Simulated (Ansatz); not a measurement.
**HfAlB4: one candidate of a structure search**

Aim: relax a trial structure of HfAlB4 and see where it ends.

Method: DFT PBE, scalar-relativistic, plane waves, PAW, in Ansatz 0.2.0.

## 1. The system as given

It takes space group P6/mmm (No. 191, hexagonal). The conventional cell has a = 2.970 Å, b = 2.970 Å, c = 6.414 Å, α = 90.00°, β = 90.00°, γ = 120.00°. Hf (site symmetry 6/mmm) is surrounded by 12 B at 2.35 Å. Al (site symmetry 6/mmm) is surrounded by 12 B at 2.35 Å. B (site symmetry 3m) is surrounded by 3 B at 1.71 Å and 3 Hf at 2.35 Å and 3 Al at 2.35 Å.

Coordinates:

```
CELL_PARAMETERS angstrom
2.96962 0.00000 0.00000
-1.48481 2.57177 0.00000
0.00000 0.00000 6.41438
ATOMIC_POSITIONS crystal
Hf 0.00000 0.00000 0.00000
Al 0.00000 0.00000 0.50000
B 0.33333 0.66667 0.25000
B 0.33333 0.66667 0.75000
B 0.66667 0.33333 0.25000
B 0.66667 0.33333 0.75000
```

Recipe of the guess: ordered mixture on the first sites of aluminium diboride (P6/mmm, No. 191). Lengths come from tabulated atomic sizes and are only a guess.

## 2. The guess as it stands, on a coarse mesh

File input.yaml:

```yaml
crystal:
  lattice:
    - [2.96962025, 0.0, 0.0]
    - [-1.48481013, 2.57176658, 0.0]
    - [0.0, 0.0, 6.41437975]
  atoms:
    - { symbol: Hf, position: [0.0, 0.0, 0.0] }
    - { symbol: Al, position: [0.0, 0.0, 0.5] }
    - { symbol: B, position: [0.33333333, 0.66666667, 0.25] }
    - { symbol: B, position: [0.33333333, 0.66666667, 0.75] }
    - { symbol: B, position: [0.66666667, 0.33333333, 0.25] }
    - { symbol: B, position: [0.66666667, 0.33333333, 0.75] }
basis:
  ecutwfc: 420
kpoints:
  mp_grid: { grid: [6, 6, 4] }
hamiltonian:
  xc: pbe
scf:
  occupations: { method: gaussian, width: 0.1 }
  lower_state_search: "off"
output:
  forces: true
  stress: true
  eigenvalues: true
```

The run is started by

```
ansatz run input.yaml --threads 1 --pin off --max-ram 2048MiB --backend cpu --events-out ev --progress --plain --runs-dir out
```

The program printed, shortened:

```text
[...]
SCF converged after 7 iterations
Free energy (F): -16884.104110 eV
[...]
E sigma→0 (E₀):  -16884.099250 eV
Entropy (-TS):   -0.009720 eV (-1.620 meV/atom)
Fermi energy:    18.521402 eV
[...]
--- Forces (eV/Å), atoms counted from 1 ---
  atom   1  Hf    -0.00000000     0.00000000     0.00000000
  atom   2  Al     0.00000000     0.00000000     0.00000000
  atom   3  B     -0.00000000     0.00000000     1.52887247
  atom   4  B     -0.00000000     0.00000000    -1.52887247
  atom   5  B      0.00000000    -0.00000000     1.52887247
  atom   6  B      0.00000000    -0.00000000    -1.52887247
[...]
--- Stress (GPa, compression-positive) ---
       35.567967      -0.000000       0.000000
       -0.000000      35.567967      -0.000000
        0.000000      -0.000000      48.318968
  P = ⅓ Tr σ = 39.8183 GPa (398.183 kbar)
--- Band table (eV; the first three rows and the last of 21) ---
  k-point 0: bands = ["-42.6759", "-12.0280", "-10.9500", "-10.9500", "3.0209", "5.8112", "7.3946", "7.4080", "7.4291", "7.4291", "7.4792", "7.4792", "7.6019", "8.4313", "15.0039", "15.7025", "15.7025", "16.1355", "17.4987", "17.4987", "19.8193", "19.8193", "21.8683", "21.8683", [...]
[...]
```

It took 1.8 s on 1 thread of Intel Xeon Platinum 8488C (Sapphire Rapids), shared host; peak memory 0.39 GiB.

The probe gives pressure 39.8 GPa, largest force 1.53 eV/Å, gap on this mesh none (metal). A cheap, loose relaxation comes first.

[end of part 1 of 3]
